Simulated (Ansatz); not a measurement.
**C₂H₆O₂Si: small, medium and large basis sets**

How large a basis does C₂H₆O₂Si need? Two functionals are run in growing sets.

Method: one geometry, several basis sets; program: Ansatz 0.2.0, Gaussian basis.

Levels to be run: PBE0-D4/def2-SVP; ωB97M-V/def2-SVP; PBE0-D4/def2-QZVPP; ωB97M-V/def2-QZVPP; the functionals' def2-TZVPP values are taken from earlier runs.

### Step 1. Structure used throughout

All runs share one geometry, relaxed beforehand with PBE0-D4 in a triple-zeta def2 set.

SMILES `C[SiH2]C(=O)O`, 11 atoms, charge 0, spin multiplicity 1.

Atoms are counted from 1 here; the program's logs count them from 0.

Bond lengths: C1–Si2 1.858 Å, C1–H6 1.092 Å, C1–H7 1.092 Å, C1–H8 1.092 Å, Si2–C3 1.926 Å, Si2–H9 1.486 Å, Si2–H10 1.486 Å, C3–O4 1.204 Å, C3–O5 1.346 Å, O5–H11 0.971 Å. Angles: Si2–C1–H6 110.3°, Si2–C1–H7 110.4°, Si2–C1–H8 111.0°, H6–C1–H7 107.9°, H6–C1–H8 108.6°, H7–C1–H8 108.6°, C1–Si2–C3 107.6°, C1–Si2–H9 112.7°, C1–Si2–H10 112.6°, C3–Si2–H9 107.5°, C3–Si2–H10 107.4°, H9–Si2–H10 108.8°, Si2–C3–O4 124.0°, Si2–C3–O5 113.8°, O4–C3–O5 122.2°, C3–O5–H11 107.1°.

### Step 2. PBE0-D4 in def2-SVP

The input, in.yaml:

```yaml
crystal:
  periodic: [false, false, false]
  atoms:
    - {symbol: C, position_ang: [-1.115381, 1.288360, 0.386267]}
    - {symbol: Si, position_ang: [0.508040, 0.389285, 0.479546]}
    - {symbol: C, position_ang: [0.369675, -1.181326, -0.625883]}
    - {symbol: O, position_ang: [-0.618389, -1.486715, -1.241625]}
    - {symbol: O, position_ang: [1.490369, -1.925665, -0.654256]}
    - {symbol: H, position_ang: [-1.925523, 0.646049, 0.737040]}
    - {symbol: H, position_ang: [-1.334209, 1.570887, -0.645351]}
    - {symbol: H, position_ang: [-1.098053, 2.192529, 0.998478]}
    - {symbol: H, position_ang: [1.641600, 1.199303, -0.037028]}
    - {symbol: H, position_ang: [0.832609, -0.064240, 1.856865]}
    - {symbol: H, position_ang: [1.314564, -2.685267, -1.233453]}
basis:
  gaussian: {orbitals: def2-SVP}
hamiltonian: {xc: pbe0, dispersion: d4}
output: {orbitals: {seedname: orbitals}}
```

Further steps of the session: ωB97M-V in def2-SVP; PBE0-D4 in def2-QZVPP; ωB97M-V in def2-QZVPP.

**Question.** What will the summary of the whole plan be? Wanted: PBE0-D4: double and triple zeta above quadruple; ωB97M-V: double and triple zeta above quadruple.

As calculated:

| quantity | value |
| --- | --- |
| PBE0-D4: double and triple zeta above quadruple | 10.72, 0.61 eV |
| ωB97M-V: double and triple zeta above quadruple | 10.96, 0.58 eV |

What this shows: For PBE0-D4 the step from double to triple zeta gains 10.11 eV and the next only 0.61 eV. Total energies overstate the basis error of differences, where much of it tends to cancel.
